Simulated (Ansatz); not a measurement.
# Cl3GeH3Si: small, medium and large basis sets

An exercise on one series of results from a longer session: the logs are not shown, and one member is left open.

Program: Ansatz 0.2.0, Gaussian basis. Level of theory: one geometry, several basis sets. These are calculated values, not measurements.

Plan: PBE0-D4/def2-SVP; ωB97M-V/def2-SVP; PBE0-D4/def2-QZVPP; ωB97M-V/def2-QZVPP; the functionals' def2-TZVPP values are taken from earlier runs.

## Structure used throughout

The geometry comes from an earlier relaxation with PBE0-D4 in a triple-zeta def2 set; it is a stationary point, not always the lowest conformer.

SMILES `Cl[Si](Cl)(Cl)[GeH3]`, 8 atoms, charge 0, spin multiplicity 1.

Atoms are counted from 1 here; the program's logs count them from 0.

Bond lengths: Cl1–Si2 2.043 Å, Si2–Cl3 2.043 Å, Si2–Cl4 2.043 Å, Si2–Ge5 2.371 Å, Ge5–H6 1.534 Å, Ge5–H7 1.534 Å, Ge5–H8 1.534 Å. Angles: Cl1–Si2–Cl3 108.2°, Cl1–Si2–Cl4 108.2°, Cl1–Si2–Ge5 110.8°, Cl3–Si2–Cl4 108.2°, Cl3–Si2–Ge5 110.7°, Cl4–Si2–Ge5 110.8°, Si2–Ge5–H6 108.8°, Si2–Ge5–H7 108.7°, Si2–Ge5–H8 108.8°, H6–Ge5–H7 110.2°, H6–Ge5–H8 110.2°, H7–Ge5–H8 110.2°.

Set-up of the first run:

File in.yaml:

```yaml
crystal:
  periodic: [false, false, false]
  atoms:
    - {symbol: Cl, position_ang: [-1.199353, -2.142695, 0.966586]}
    - {symbol: Si, position_ang: [0.265250, -1.076220, 0.022528]}
    - {symbol: Cl, position_ang: [2.018977, -1.375811, 1.026765]}
    - {symbol: Cl, position_ang: [0.478315, -1.822044, -1.867469]}
    - {symbol: Ge, position_ang: [-0.282471, 1.230172, -0.041093]}
    - {symbol: H, position_ang: [-0.430263, 1.741718, 1.397268]}
    - {symbol: H, position_ang: [0.844293, 1.984634, -0.757760]}
    - {symbol: H, position_ang: [-1.602648, 1.403048, -0.802427]}
basis:
  gaussian: {orbitals: def2-SVP}
hamiltonian: {xc: pbe0, dispersion: d4}
output: {orbitals: {seedname: orbitals}}
```

Steps of the session up to this table: PBE0-D4 in def2-SVP; ωB97M-V in def2-SVP; PBE0-D4 in def2-QZVPP; ωB97M-V in def2-QZVPP.

One of the session's tables, all rows but one given; the rest of the session is left out.

It belongs to the step «Density functionals: the series». 

| functional | basis | HOMO (eV) | LUMO (eV) |
| --- | --- | --- | --- |
| PBE0-D4 | def2-SVP | -8.43 | -0.07 |
| PBE0-D4 | def2-TZVPP | -8.49 | -0.35 |
| PBE0-D4 | def2-QZVPP | -8.51 | -0.53 |
| ωB97M-V | def2-SVP | -10.39 | 1.89 |
| ωB97M-V | def2-TZVPP | -10.49 | 1.55 |
| ωB97M-V | def2-QZVPP | ? | ? |

**Question.** Estimate the row for ωB97M-V, def2-QZVPP.

**Answer.** HOMO (eV): -10.52; LUMO (eV): 1.15. In the column «HOMO (eV)» it is the lowest.
